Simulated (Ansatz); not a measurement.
# Be: stress in a strained cell

Aim: deform Be (equal xy, yz and zx engineering shear strains of -2 %) and compute stress, forces and field gradients with LAPW, PAW and all-electron datasets made for the crystal.

Method: DFT PBEsol, scalar-relativistic, in Ansatz 0.2.0.

## Step 1: The starting structure

Symmetry: Im-3m, No. 229, cubic system. Conventional cell: a = 2.506 Å, b = 2.506 Å, c = 2.506 Å, α = 90.00°, β = 90.00°, γ = 90.00°. Be (site symmetry m-3m) is surrounded by 8 Be at 2.17 Å.

Coordinates:

```
Be
1.0
    -1.25312    1.25312    1.25312
     1.25312   -1.25312    1.25312
     1.25312    1.25312   -1.25312
Be
1
Direct
  0.00000 0.00000 0.00000
```

## Step 2: After the deformation

Space group Im-3m before, R-3m after.

## Step 3: All-electron LAPW

The input, input.yaml:

```yaml
crystal:
  lattice:
    - [-1.2781833703, 1.2531209513, 1.2531209513]
    - [1.2531209513, -1.2781833703, 1.2531209513]
    - [1.2531209513, 1.2531209513, -1.2781833703]
  atoms:
    - { symbol: Be, position: [0.0, 0.0, 0.0] }
kpoints:
  mp_grid: { grid: [23, 23, 23] }
  band_path:
    path:
      - [0.0, 0.0, 0.0]
      - [0.0, 0.0, 0.5]
      - [-0.5, 0.5, 0.5]
      - [-0.7548769728, 0.2451230272, 0.2451230272]
      - [0.2451230272, 0.2451230272, 0.2451230272]
      - [0.0, 0.0, 0.0]
      - [-0.5, 0.0, 0.5]
    npoints: 5
scf:
  occupations: { method: fermi_dirac, width: 0.03 }
hamiltonian:
  xc: pbesol
  pseudopotentials: { kind: all_electron, lapw: { basis_error: 0.00025 } }
output:
  forces: true
  stress: true
  eigenvalues: true
```

Run with:

```bash
$ ansatz run input.yaml --threads 1 --pin off --max-ram 3072MiB --backend cpu --events-out ev --progress --plain --runs-dir out
```

## Step 4: PAW with frozen cores

The input, input.yaml:

```yaml
crystal:
  lattice:
    - [-1.2781833703, 1.2531209513, 1.2531209513]
    - [1.2531209513, -1.2781833703, 1.2531209513]
    - [1.2531209513, 1.2531209513, -1.2781833703]
  atoms:
    - { symbol: Be, position: [0.0, 0.0, 0.0] }
kpoints:
  mp_grid: { grid: [23, 23, 23] }
scf:
  occupations: { method: fermi_dirac, width: 0.03 }
hamiltonian:
  xc: pbesol
  pseudopotentials: { kind: paw }
output:
  forces: true
  stress: true
  eigenvalues: true
  efg: { contact_densities: true }
```

## Step 5: Datasets made for this crystal

input.yaml, as its differences from that of step 4:

```diff
@@ -13,3 +13,3 @@
   xc: pbesol
-  pseudopotentials: { kind: paw }
+  pseudopotentials: { kind: all_electron, datasets: crystal }
 output:
```

(Steps that only read results are left out.)

Q: Predict the outcome of this session. Wanted: pressure; largest shear or deviatoric stress.

As calculated:

```
                                 quantity                                              value
                                 pressure  LAPW -1.86, PAW -1.77, crystal datasets -1.87 GPa
largest shear or deviatoric stress (LAPW)                                           4.28 GPa
```

In words: The largest part of the stress beyond the pressure is 4.28 GPa in size. No run of the undeformed cell stands beside it, so the pressure holds what the given cell had before the change. PAW: stress within 0.10 GPa of LAPW. Crystal datasets: stress within 0.01 GPa of LAPW.
